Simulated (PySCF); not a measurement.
# CH12Ge3OSi: the cost of one run

Programs: PySCF 2.14.0, with density-fitted response routines of our own. Each step states its level of theory. These are calculated values for one molecule, in the gas phase or a continuum, unless marked as measured. Atoms count from 0, in the outputs and in this text.

## (1) The molecule as given

18 atoms, charge 0, multiplicity 1; geometry from: GFN2-xTB. The atoms were then displaced at random by about 0.01 Å, so the start is not that level's minimum.

Bonds of the start (Å): C0–Ge1 2.01, Ge1–Ge2 2.39, Ge1–Ge3 2.44, Ge3–O4 1.73, O4–Si5 1.62, C0–H6 1.09, C0–H7 1.07, C0–H8 1.06, Ge1–H9 1.52, Ge2–H10 1.51, Ge2–H11 1.51, Ge2–H12 1.49, Ge3–H13 1.53, Ge3–H14 1.52, Si5–H15 1.48, Si5–H16 1.46, Si5–H17 1.48.

## (2) Geometry optimisation at PBE0-D3(BJ)/def2-SVP

The job: settings as JSON, then the geometry in Å.

```
{"job": {"xc": "PBE0", "basis": "def2-SVP", "d3": "d3bj", "grid": 1, "shake": 0.01, "kind": "geom"}, "charge": 0, "multiplicity": 1}
C     -1.038340    -2.023290    -0.709620
Ge    -1.356060    -0.069620    -0.370470
Ge    -1.413270     0.461660     1.963690
Ge     0.186100     1.287290    -1.689620
O      1.814050     0.818510    -1.342600
Si     2.707570     0.291340    -0.097720
H     -1.116250    -2.208070    -1.779030
H     -1.785870    -2.595250    -0.200930
H     -0.073190    -2.292940    -0.350940
H     -2.750450     0.244140    -0.895810
H     -2.534720    -0.217570     2.702640
H     -1.580070     1.925910     2.269650
H     -0.190030     0.083030     2.726480
H      0.136200     2.793550    -1.433900
H      0.126740     1.096850    -3.196300
H      3.096890     1.434360     0.753780
H      3.831490    -0.363350    -0.760970
H      1.911690    -0.654580     0.719270
```

Started as:

```console
> OMP_NUM_THREADS=1 python probes_run.py task.json out
```

The driver reads the jobs from task.json and runs them one after another.

**Question.** How long does this first job take on 1 thread of Arm Neoverse N1, shared host, and how much memory does it need?

About 13 min, with a peak of 0.97 GiB.
